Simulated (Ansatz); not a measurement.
# CH5BrSSi: the cost of one run

All numbers are computed with Ansatz 0.2.0 through its Python package. Level of theory: r2SCAN0/6-31G*.

## (1) Starting point

Bond lengths: C1–S2 1.770 Å, S2–Si3 2.137 Å, Si3–Br4 2.252 Å, C1–H5 1.044 Å, C1–H6 1.164 Å, C1–H7 1.092 Å, Si3–H8 1.525 Å, Si3–H9 1.433 Å. Angles: C1–S2–Si3 101.8°, S2–C1–H5 115.0°, S2–C1–H6 108.3°, S2–C1–H7 111.3°, H5–C1–H6 107.6°, H5–C1–H7 110.2°, H6–C1–H7 103.7°, S2–Si3–Br4 108.2°, S2–Si3–H8 108.4°, S2–Si3–H9 109.5°, Br4–Si3–H8 106.2°, Br4–Si3–H9 110.1°, H8–Si3–H9 114.3°.

The script holds or builds the structure itself.

## (2) The code

Contents of tae_ch5brssi.py:

```python
# -*- coding: utf-8 -*-
"""Atomisation energy of CH5BrSSi at the given geometry."""

from collections import Counter

import ansatz as az

BASIS = "6-31G*"
XC = "r2scan0"


def single_point(molecule, charge=0, unpaired=0):
    calc = molecule.calculation().basis(gaussian=BASIS).functional(XC)
    if charge:
        calc = calc.charge(charge)
    if unpaired:
        calc = calc.spin("collinear", total=unpaired)
    report = calc.run(threads=1, backend="cpu").report
    if report["published_state_doubts"]:
        print("  doubts:", report["published_state_doubts"])
    return report["free_energy_ev"]


def main():
    system = (
        az.Crystal.molecule()
        .atom("C", [-0.8031, 1.1685, 0.5302])
        .atom("S", [0.5187, 1.0146, -0.6362])
        .atom("Si", [0.7855, -1.1044, -0.7181])
        .atom("Br", [1.5715, -1.7921, 1.277])
        .atom("H", [-0.5775, 0.8481, 1.4974])
        .atom("H", [-1.1065, 2.29, 0.5929])
        .atom("H", [-1.7082, 0.675, 0.1709])
        .atom("H", [1.8797, -1.4117, -1.7354])
        .atom("H", [-0.4717, -1.7343, -0.9957])
    )

    # Hund ground states
    unpaired = {"C": 2, "S": 2, "Si": 2, "Br": 1, "H": 1}
    counts = Counter(site.symbol for site in system.cartesian_sites)
    atom_energy = {s: single_point(az.Crystal.molecule().atom(s, (0, 0, 0)), 0, unpaired[s]) for s in counts}
    whole = single_point(system, 0, 0)
    for s, e in atom_energy.items():
        print(f"{s:2s} x{counts[s]}  {e:14.5f} eV")
    print(f"CH5BrSSi: {whole:.5f} eV")
    split = sum(counts[s] * e for s, e in atom_energy.items()) - whole
    print(f"atomisation energy (no zero-point term): {23.060548 * split:.1f} kcal/mol, {split / sum(counts.values()):.3f} eV an atom")


if __name__ == "__main__":
    main()
```

## (3) What the engine is handed

The package turns the script's settings into the engine's input (first run):

```yaml
crystal:
  periodic: [false, false, false]
  atoms:
    - { symbol: C, position_ang: [0.0, 0.0, 0.0] }
basis:
  gaussian:
    orbitals: "6-31G*"
hamiltonian:
  xc: r2scan0
magnetization:
  spin_polarized: true
  initial_magnetization: 2.0
```

## (4) The run

Launch:

```sh
$ python tae_ch5brssi.py
```

What time and memory should one allow on 1 thread of INTEL XEON PLATINUM 8581C at 2.10GHz (Emerald Rapids), shared host?

About 6.8 s, with a peak of 0.3 GiB.
